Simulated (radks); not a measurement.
**Mn⁴⁺ in [Ne] 3s2 3p5 3d3 4d1: an all-electron calculation**

An exercise on one series of results from a longer session: the logs are not shown, and one member is left open.

Program: radks (a radial shooting solver on a logarithmic mesh, Libxc functionals) version 1. Level of theory: Dirac Kohn-Sham, LDA (Slater exchange, VWN5 correlation), spin-unpolarised, spherical densities, point nucleus; open shells are shared between the two j in proportion to 2j + 1. These are calculated values, not measurements, unless marked.

### What is computed

* element: manganese (Z = 25)
* charge: +4
* electrons: 21
* configuration: [Ne] 3s2 3p5 3d3 4d1

Outer shells as boxes (Hund's rule):

Mn⁴⁺
```
[Ne] core
3s [↑↓]
3p [↑↓][↑↓][↑ ]
3d [↑ ][↑ ][↑ ][  ][  ]
4d [↑ ][  ][  ][  ][  ]
```

Set-up of the first run:

Settings of this run:

```text
Z 25
configuration [Ne] 3s2 3p5 3d3 4d1
relativity Dirac
functional lda,vwn5
spin unpolarised
j_filling average
nucleus point
c 137.035999084
```

Steps of the session up to this table: Self-consistent calculation.

One of the session's tables, all rows but one given; the rest of the session is left out.

It belongs to the step «Radial structure». Sizes of the orbitals, from the radial functions (bohr):

| level | <r> | outermost maximum (interpolated) | 90 % within | nodes |
| --- | --- | --- | --- | --- |
| 1s1/2 | 0.06101 | 0.0399 | 0.109 | 0 |
| 2s1/2 | 0.2797 | 0.233 | 0.434 | 1 |
| 2p1/2 | 0.2451 | 0.187 | 0.403 | 0 |
| 2p3/2 | ? | ? | ? | ? |
| 3s1/2 | 0.8233 | 0.726 | 1.22 | 2 |
| 3p1/2 | 0.8487 | 0.730 | 1.29 | 1 |
| 3p3/2 | 0.8560 | 0.736 | 1.30 | 1 |
| 3d3/2 | 0.9139 | 0.693 | 1.48 | 0 |
| 3d5/2 | 0.9161 | 0.695 | 1.49 | 0 |
| 4d3/2 | 2.773 | 2.56 | 4.06 | 1 |
| 4d5/2 | 2.776 | 2.56 | 4.06 | 1 |

Q: Estimate the row for 2p3/2 from the others.

**Answer.** <r>: 0.2481; outermost maximum (interpolated): 0.189; 90 % within: 0.407; nodes: 0. In the column «<r>» it lies between 2p1/2 (0.2451) and 2s1/2 (0.2797).
